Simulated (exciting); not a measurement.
Set up this calculation in exciting (release sodium), as an ASE script.

```
Task                                     : band structure
Functional                               : LDA-vBH
Potentials or basis                      : all-electron LAPW+lo, shipped species files, valence relativity iora*
rgkmax                                   : 8
k mesh                                   : 5 × 5 × 5
Occupations                              : methfessel-paxton, width 0.136 eV
Spin                                     : spin-orbit coupling, no magnetisation
outputlevel                              : normal
gmaxvr (cutoff of density and potential) : 14 1/bohr
lmaxapw (and lmaxmat)                    : 10
lmaxvr                                   : 8
nempty                                   : 82
Valence relativity                       : iora*
epsengy                                  : 1e-05 Ha
epspot                                   : 1e-05 Ha
maxscl                                   : 60
Muffin-tin radii                         : Ir 2.3, Rh 2.3 bohr
```

The structure of Ir3Rh lies in Ir3Rh.cif:

```cif
data_Ir3Rh
_cell_length_a 3.84033585
_cell_length_b 3.84033585
_cell_length_c 3.84033585
_cell_angle_alpha 90.00000000
_cell_angle_beta 90.00000000
_cell_angle_gamma 90.00000000
_space_group_name_H-M_alt 'P1'
_space_group_name_Hall 'P 1'
_space_group_IT_number 1
loop_
_space_group_symop_operation_xyz
'x,y,z'
loop_
_atom_site_label
_atom_site_type_symbol
_atom_site_symmetry_multiplicity
_atom_site_Wyckoff_symbol
_atom_site_fract_x
_atom_site_fract_y
_atom_site_fract_z
_atom_site_occupancy
Ir1 Ir 1 a 0.5000000000 0.5000000000 0.0000000000 1
Ir2 Ir 1 a 0.0000000000 0.5000000000 0.5000000000 1
Ir3 Ir 1 a 0.5000000000 0.0000000000 0.5000000000 1
Rh1 Rh 1 a 0.0000000000 0.0000000000 0.0000000000 1
```

The cell comes from a database or a generator and needn't be the stable form of this composition.

These files were run (other wordings do the same):

run_exciting.py

```python
import subprocess
import xml.etree.ElementTree as ET
from ase.io import read
from ase.units import Bohr

atoms = read("Ir3Rh.cif")
rmt = {'Ir': 2.3, 'Rh': 2.3}  # bohr
tasks = """
<groundstate do="fromscratch" ngridk="5 5 5" rgkmax="8" gmaxvr="14" lmaxapw="10" lmaxmat="10" lmaxvr="8" xctype="LDA_vBH" stype="Methfessel-Paxton 1" swidth="0.00499791" nempty="82" ValenceRelativity="iora*" epsengy="1e-05" epspot="1e-05" maxscl="60" outputlevel="normal">
  <spin spinorb="true"/>
</groundstate>
<properties>
  <bandstructure>
    <plot1d>
      <path steps="80">
        <point coord="0 0 0" label="G"/>
        <point coord="0 0.5 0" label="X"/>
        <point coord="0.5 0.5 0" label="M"/>
        <point coord="0 0 0" label="G"/>
        <point coord="0.5 0.5 0.5" label="R"/>
        <point coord="0 0.5 0" label="X" breakafter="true"/>
        <point coord="0.5 0.5 0" label="M"/>
        <point coord="0.5 0.5 0.5" label="R"/>
      </path>
    </plot1d>
  </bandstructure>
  <dos nwdos="300" winddos="-0.6 0.5" inttype="tetra" ngrdos="100" nsmdos="2"/>
  <chargedensityplot>
    <plot3d>
      <box grid="20 20 20">
        <origin coord="0 0 0"/>
        <point coord="1 0 0"/>
        <point coord="0 1 0"/>
        <point coord="0 0 1"/>
      </box>
    </plot3d>
  </chargedensityplot>
  <elfplot>
    <plot3d>
      <box grid="20 20 20">
        <origin coord="0 0 0"/>
        <point coord="1 0 0"/>
        <point coord="0 1 0"/>
        <point coord="0 0 1"/>
      </box>
    </plot3d>
  </elfplot>
  <exccplot>
    <plot3d>
      <box grid="20 20 20">
        <origin coord="0 0 0"/>
        <point coord="1 0 0"/>
        <point coord="0 1 0"/>
        <point coord="0 0 1"/>
      </box>
    </plot3d>
  </exccplot>
</properties>
"""

root = ET.Element("input")
ET.SubElement(root, "title").text = "Ir3Rh"
structure = ET.SubElement(root, "structure", speciespath="./", tshift="false")
crystal = ET.SubElement(structure, "crystal", scale="1.0")
for vector in atoms.cell / Bohr:
    ET.SubElement(crystal, "basevect").text = " ".join(f"{x:.12f}" for x in vector)
symbols = atoms.get_chemical_symbols()
for element in dict.fromkeys(symbols):
    species = ET.SubElement(structure, "species", speciesfile=element + ".xml", rmt=str(rmt[element]))
    for symbol, position in zip(symbols, atoms.get_scaled_positions(wrap=False)):
        if symbol == element:
            ET.SubElement(species, "atom", coord=" ".join(f"{x:.12f}" for x in position))
root.extend(ET.fromstring("<tasks>" + tasks + "</tasks>"))
ET.indent(root)
ET.ElementTree(root).write("input.xml")
subprocess.run(["exciting_smp"], check=True)
```

Potentials or basis: all-electron LAPW+lo, shipped species files, valence relativity iora*.

Run with:

```console
$ OMP_NUM_THREADS=1 python run_exciting.py
```

Results of the run:

| Quantity | Value |
| --- | --- |
| Band gap on the k mesh | none (metal or under the smearing width) |
| All electrons inside the program's atomic spheres | Ir 74.68; Rh 43.23 (radii Ir 2.3, Rh 2.3 bohr) |
| Density of states at the Fermi level | 5.71 states/eV per cell |

Caveat: total energies with spin-orbit coupling aren't reliable in this program, so none is listed and the log's shouldn't be used.

Run time: 8.5 min on 1 thread of Intel(R) Xeon(R) 6975P-C (Granite Rapids) (shared host), peak memory 0.26 GiB.
